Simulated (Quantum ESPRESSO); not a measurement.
# WS2 in Quantum ESPRESSO: relaxation of the atoms with PBEsol

Aim: the relaxation of the atoms of WS2 with PBEsol.

Program: Quantum ESPRESSO 7.5. These are calculated values, not measurements. Logs are shortened: lines on timing, memory, paths and dates and some standing lists are left out, and cuts for length are marked.

### 1 The sheet as given

The cell holds a sheet with vacuum, 3 atoms: a = 3.153 Å, b = 3.106 Å, c = 21.140 Å, α = 90.00°, β = 90.00°, γ = 120.50°.

The cell was built by a generator and needn't be a form met in nature.

### 2 Relaxation of the atoms, PBEsol

The input, pw.in:

```
&CONTROL
  calculation = 'relax'
  prefix = 'pwscf'
  outdir = './tmp'
  pseudo_dir = './pseudo'
  tprnfor = .true.
  disk_io = 'low'
  nstep = 40
  forc_conv_thr = 0.0004
  etot_conv_thr = 1d-05
/
&SYSTEM
  ibrav = 0
  nat = 3
  ntyp = 2
  ecutwfc = 74
  nbnd = 20
  occupations = 'smearing'
  smearing = 'gaussian'
  degauss = 0.00146997
/
&ELECTRONS
  conv_thr = 6d-10
  electron_maxstep = 120
  mixing_beta = 0.5
/
&IONS
  ion_dynamics = 'bfgs'
/
ATOMIC_SPECIES
S     32.0600 S.upf
W    183.8400 W.upf
CELL_PARAMETERS angstrom
   3.1530000000    0.0000000000    0.0000000000
  -1.5765000000    2.6759665361    0.0000000000
   0.0000000000    0.0000000000   21.1400000000
ATOMIC_POSITIONS crystal
S      0.6666666667    0.3333333333    0.4257332072
W      0.3333333333    0.6666666667    0.5000000000
S      0.6666666667    0.3333333333    0.5742667928
K_POINTS automatic
10 10 1 0 0 0
```

Potentials or basis: PseudoDojo 0.4.1 SR PBEsol standard.

On the command line:

```
OMP_NUM_THREADS=1 pw.x -in pw.in > pw.out
```

pw.out:

```text
This program is part of the open-source Quantum ESPRESSO suite
     for quantum simulation of materials; please cite
         "P. Giannozzi et al., J. Phys.:Condens. Matter 21 395502 (2009);
         "P. Giannozzi et al., J. Phys.:Condens. Matter 29 465901 (2017);
         "P. Giannozzi et al., J. Chem. Phys. 152 154105 (2020);
     in publications or presentations arising from this work. More details at

     Message from routine setup:
     using ibrav=0 with symmetry is DISCOURAGED, use correct ibrav instead

     G-vector sticks info
     --------------------
     sticks:   dense  smooth     PW     G-vecs:    dense   smooth      PW
     Sum         711     711    207               103377   103377   16593

     Using Slab Decomposition

     bravais-lattice index     =            0
     lattice parameter (alat)  =       5.9583  a.u.
     unit-cell volume          =    1203.6667 (a.u.)^3
     number of atoms/cell      =            3
     number of atomic types    =            2
     number of electrons       =        26.00
     number of Kohn-Sham states=           20
     kinetic-energy cutoff     =      74.0000  Ry
     charge density cutoff     =     296.0000  Ry
     scf convergence threshold =      6.0E-10
     mixing beta               =       0.5000
     number of iterations used =            8  plain     mixing
     energy convergence thresh.=      1.0E-05
     force convergence thresh. =      4.0E-04
     Exchange-correlation= PBESOL
                           (   1   4  10   8   0   0   0)
     nstep                     =           40

     celldm(1)=   5.958306  celldm(2)=   0.000000  celldm(3)=   0.000000
     celldm(4)=   0.000000  celldm(5)=   0.000000  celldm(6)=   0.000000

     crystal axes: (cart. coord. in units of alat)
               a(1) = (   1.000000   0.000000   0.000000 )
               a(2) = (  -0.500000   0.848705   0.000000 )
               a(3) = (   0.000000   0.000000   6.704726 )

     reciprocal axes: (cart. coord. in units 2 pi/alat)
               b(1) = (  1.000000  0.589133 -0.000000 )
               b(2) = (  0.000000  1.178266  0.000000 )
               b(3) = (  0.000000 -0.000000  0.149149 )

     PseudoPot. # 1 for S  read from file:
     S.upf
     Pseudo is Norm-conserving + core correction, Zval =  6.0
     Generated using ONCVPSP code by D. R. Hamann
     Using radial grid of 1146 points,  6 beta functions with:
                l(1) =   0
                l(2) =   0
                l(3) =   1
                l(4) =   1
                l(5) =   2
                l(6) =   2

     PseudoPot. # 2 for W  read from file:
     W.upf
     Pseudo is Norm-conserving + core correction, Zval = 14.0
     Generated using ONCVPSP code by D. R. Hamann
     Using radial grid of 1396 points,  8 beta functions with:
                l(1) =   0
                l(2) =   0
                l(3) =   1
                l(4) =   1
                l(5) =   2
                l(6) =   2
                l(7) =   3
                l(8) =   3

     atomic species   valence    mass     pseudopotential
     S                 6.00    32.06000     S ( 1.00)
     W                14.00   183.84000     W ( 1.00)

      4 Sym. Ops. (no inversion) found

   Cartesian axes

     site n.     atom                  positions (alat units)
         1        S      tau(   1) = (   0.5000000   0.2829016   2.8544244  )
         2        W      tau(   2) = (  -0.0000000   0.5658033   3.3523628  )
         3        S      tau(   3) = (   0.5000000   0.2829016   3.8503013  )

     number of k points=    31  Gaussian smearing, width (Ry)=  0.0015
                       cart. coord. in units 2pi/alat
        k(    1) = (   0.0000000   0.0000000   0.0000000), wk =   0.0200000
        k(    2) = (   0.0000000   0.1178266   0.0000000), wk =   0.0400000
        k(    3) = (   0.0000000   0.2356532   0.0000000), wk =   0.0400000
        k(    4) = (   0.0000000   0.3534798   0.0000000), wk =   0.0400000
        k(    5) = (   0.0000000   0.4713063   0.0000000), wk =   0.0400000
        k(    6) = (   0.0000000  -0.5891329   0.0000000), wk =   0.0200000
[... 23 lines left out ...]
        k(   30) = (  -0.5000000  -0.1767399   0.0000000), wk =   0.0800000
        k(   31) = (  -0.5000000  -0.0589133   0.0000000), wk =   0.0800000

     Dense  grid:   103377 G-vectors     FFT dimensions: (  36,  36, 225)

     Initial potential from superposition of free atoms

     starting charge      25.9995, renormalised to      26.0000

     negative rho (up, down):  2.910E-05 0.000E+00
     Starting wfcs are   18 randomized atomic wfcs +    2 random wfcs

     Self-consistent Calculation

     iteration #  1     ecut=    74.00 Ry     beta= 0.50
     Davidson diagonalization with overlap
     ethr =  1.00E-02,  avg # of iterations =  6.4

     Threshold (ethr) on eigenvalues was too large:
     Diagonalizing with lowered threshold

     Davidson diagonalization with overlap
     ethr =  2.87E-04,  avg # of iterations =  5.0

     negative rho (up, down):  1.197E-05 0.000E+00

     total energy              =    -195.91208145 Ry
     estimated scf accuracy    <       0.08893417 Ry

     iteration #  2     ecut=    74.00 Ry     beta= 0.50
     Davidson diagonalization with overlap
     ethr =  3.42E-04,  avg # of iterations =  4.3

     negative rho (up, down):  4.623E-06 0.000E+00

     total energy              =    -195.92699059 Ry
     estimated scf accuracy    <       0.00541336 Ry

     iteration #  3     ecut=    74.00 Ry     beta= 0.50
     Davidson diagonalization with overlap
     ethr =  2.08E-05,  avg # of iterations =  6.2
[... 239 lines left out ...]
!    total energy              =    -195.92745699 Ry
     estimated scf accuracy    <          5.0E-10 Ry
     smearing contrib. (-TS)   =      -0.00000000 Ry
     internal energy E=F+TS    =    -195.92745699 Ry

     The total energy is F=E-TS. E is the sum of the following terms:
     one-electron contribution =   -1248.82004738 Ry
     hartree contribution      =     623.81008135 Ry
     xc contribution           =     -45.66740809 Ry
     ewald contribution        =     474.74991712 Ry

     convergence has been achieved in   9 iterations

     Forces acting on atoms (cartesian axes, Ry/au):

     atom    1 type  1   force =     0.00000000    0.00318126   -0.00471273
     atom    2 type  2   force =     0.00000000   -0.00636252    0.00000000
     atom    3 type  1   force =     0.00000000    0.00318126    0.00471273

     Total force =     0.010254     Total SCF correction =     0.000017

     BFGS Geometry Optimization
     Energy error            =      1.1E-04 Ry
     Gradient error          =      6.4E-03 Ry/Bohr

     number of scf cycles    =   1
     number of bfgs steps    =   0

     energy             new  =    -195.9274569920 Ry

     new trust radius        =       0.0063625200 bohr
     new conv_thr            =       0.0000000006 Ry

ATOMIC_POSITIONS (crystal)
S                0.6669812167        0.3339624332        0.4256152379
W                0.3327042334        0.6654084669        0.5000000000
S                0.6669812167        0.3339624332        0.5743847621

     NEW-OLD atomic charge density approx. for the potential

     negative rho (up, down):  1.073E-06 0.000E+00

     Self-consistent Calculation

     iteration #  1     ecut=    74.00 Ry     beta= 0.50
     Davidson diagonalization with overlap
     ethr =  1.00E-06,  avg # of iterations =  4.9

     Threshold (ethr) on eigenvalues was too large:
     Diagonalizing with lowered threshold

     Davidson diagonalization with overlap
     ethr =  1.90E-08,  avg # of iterations =  3.9
[... 237 lines left out ...]
     The total energy is F=E-TS. E is the sum of the following terms:
     one-electron contribution =   -1248.11263038 Ry
     hartree contribution      =     623.45817085 Ry
     xc contribution           =     -45.66285281 Ry
     ewald contribution        =     474.38978204 Ry

     convergence has been achieved in   6 iterations

     Forces acting on atoms (cartesian axes, Ry/au):

     atom    1 type  1   force =     0.00000000    0.00087975   -0.00262489
     atom    2 type  2   force =     0.00000000   -0.00175950    0.00000000
     atom    3 type  1   force =     0.00000000    0.00087975    0.00262489

     Total force =     0.004292     Total SCF correction =     0.000027
     Energy error            =      7.3E-05 Ry
     Gradient error          =      2.6E-03 Ry/Bohr

     number of scf cycles    =   2
     number of bfgs steps    =   1

     energy             old  =    -195.9274569920 Ry
     energy             new  =    -195.9275303010 Ry

     CASE: energy            _new < energy            _old

     new trust radius        =       0.0048639264 bohr
     new conv_thr            =            3.9E-11 Ry

ATOMIC_POSITIONS (crystal)
S                0.6671414904        0.3342829807        0.4255004441
W                0.3323836859        0.6647673718        0.5000000000
S                0.6671414904        0.3342829807        0.5744995559

     NEW-OLD atomic charge density approx. for the potential

     negative rho (up, down):  7.773E-07 0.000E+00

     Self-consistent Calculation

     iteration #  1     ecut=    74.00 Ry     beta= 0.50
     Davidson diagonalization with overlap
     ethr =  1.00E-06,  avg # of iterations =  3.6

     Threshold (ethr) on eigenvalues was too large:
     Diagonalizing with lowered threshold

     Davidson diagonalization with overlap
     ethr =  1.41E-08,  avg # of iterations =  4.0

     negative rho (up, down):  3.425E-07 0.000E+00

     total energy              =    -195.92754699 Ry
     estimated scf accuracy    <       0.00000361 Ry

     iteration #  2     ecut=    74.00 Ry     beta= 0.50
     Davidson diagonalization with overlap
     ethr =  1.39E-08,  avg # of iterations =  2.0
[... 235 lines left out ...]
     The total energy is F=E-TS. E is the sum of the following terms:
     one-electron contribution =   -1247.42628709 Ry
     hartree contribution      =     623.11689944 Ry
     xc contribution           =     -45.65851407 Ry
     ewald contribution        =     474.04035354 Ry

     convergence has been achieved in   7 iterations

     Forces acting on atoms (cartesian axes, Ry/au):

     atom    1 type  1   force =     0.00000000   -0.00029199   -0.00065097
     atom    2 type  2   force =     0.00000000    0.00058399    0.00000000
     atom    3 type  1   force =     0.00000000   -0.00029199    0.00065097

     Total force =     0.001166     Total SCF correction =     0.000002
     Energy error            =      1.8E-05 Ry
     Gradient error          =      6.5E-04 Ry/Bohr

     number of scf cycles    =   3
     number of bfgs steps    =   2

     energy             old  =    -195.9275303010 Ry
     energy             new  =    -195.9275481694 Ry

     CASE: energy            _new < energy            _old

     new trust radius        =       0.0010814281 bohr
     new conv_thr            =            9.8E-12 Ry

ATOMIC_POSITIONS (crystal)
S                0.6671261019        0.3342522036        0.4254736555
W                0.3324144630        0.6648289260        0.5000000000
S                0.6671261019        0.3342522036        0.5745263445

     NEW-OLD atomic charge density approx. for the potential

     negative rho (up, down):  1.155E-07 0.000E+00

     Self-consistent Calculation

     iteration #  1     ecut=    74.00 Ry     beta= 0.50
     Davidson diagonalization with overlap
     ethr =  1.00E-06,  avg # of iterations =  2.0

     Threshold (ethr) on eigenvalues was too large:
     Diagonalizing with lowered threshold

     Davidson diagonalization with overlap
     ethr =  1.46E-09,  avg # of iterations =  4.2

     negative rho (up, down):  4.619E-08 0.000E+00

     total energy              =    -195.92754925 Ry
     estimated scf accuracy    <       0.00000016 Ry

     iteration #  2     ecut=    74.00 Ry     beta= 0.50
     Davidson diagonalization with overlap
     ethr =  6.23E-10,  avg # of iterations =  2.0
[... 221 lines left out ...]
!    total energy              =    -195.92754931 Ry
     estimated scf accuracy    <          6.9E-12 Ry
     smearing contrib. (-TS)   =      -0.00000000 Ry
     internal energy E=F+TS    =    -195.92754931 Ry

     The total energy is F=E-TS. E is the sum of the following terms:
     one-electron contribution =   -1247.26665600 Ry
     hartree contribution      =     623.03753342 Ry
     xc contribution           =     -45.65752412 Ry
     ewald contribution        =     473.95909739 Ry

     convergence has been achieved in   6 iterations

     Forces acting on atoms (cartesian axes, Ry/au):

     atom    1 type  1   force =     0.00000000   -0.00018880   -0.00020114
     atom    2 type  2   force =     0.00000000    0.00037761    0.00000000
     atom    3 type  1   force =     0.00000000   -0.00018880    0.00020114

     Total force =     0.000543     Total SCF correction =     0.000000
     Energy error            =      1.1E-06 Ry
     Gradient error          =      3.8E-04 Ry/Bohr

     bfgs converged in   4 scf cycles and   3 bfgs steps
     (criteria: energy <  1.0E-05 Ry, force <  4.0E-04 Ry/Bohr)

     End of BFGS Geometry Optimization

     Final energy             =    -195.9275493088 Ry

Begin final coordinates

ATOMIC_POSITIONS (crystal)
S                0.6671261019        0.3342522036        0.4254736555
W                0.3324144630        0.6648289260        0.5000000000
S                0.6671261019        0.3342522036        0.5745263445
End final coordinates

=------------------------------------------------------------------------------=
   JOB DONE.
=------------------------------------------------------------------------------=
```

Wall time 4 min (1 thread of Intel Xeon 6975P-C (Granite Rapids), shared host); peak memory 0.26 GiB.

Results:

```
Free energy                  : -2665.7301 eV
Energy gained by relaxing    : 0.4 meV/atom
Ionic steps                  : 4
Largest force after relaxing : 0.010 eV/Å
Band gap on the k mesh       : 2.18 eV, indirect (least direct gap 2.33 eV)
```

Forces in eV/Å, atoms in the order of the input:
```
S    0.000 -0.005 -0.005
W    0.000  0.010  0.000
S    0.000 -0.005  0.005
```

Step by step:
```csv
step,energy change (eV),largest force (eV/Å)
1,0.0000,0.1636
2,-0.0010,0.0712
3,-0.0012,0.0183
4,-0.0013,0.0097
```

Final structure:
```
CELL_PARAMETERS angstrom
3.15300 0.00000 0.00000
-1.57650 2.67597 0.00000
0.00000 0.00000 21.14000
ATOMIC_POSITIONS crystal
S 0.66713 0.33425 0.42547
W 0.33241 0.66483 0.50000
S 0.66713 0.33425 0.57453
```

Levels at points of the mesh, in eV from the valence-band top:
```csv
k point,band 10,band 11,band 12,band 13,band 14,band 15,band 16,band 17
"(0.00, 0.00, 0.00)",-2.16,-1.46,-1.30,-0.11,3.11,3.21,3.23,3.43
"(0.00, -0.50, 0.00)",-3.46,-2.08,-1.14,-0.79,3.28,3.60,4.12,4.94
"(-0.50, 0.00, 0.00)",-3.22,-2.16,-0.93,-0.89,3.20,3.62,4.23,5.03
```

Caveat: spin-orbit coupling is left out, which moves the levels of the heavy elements.
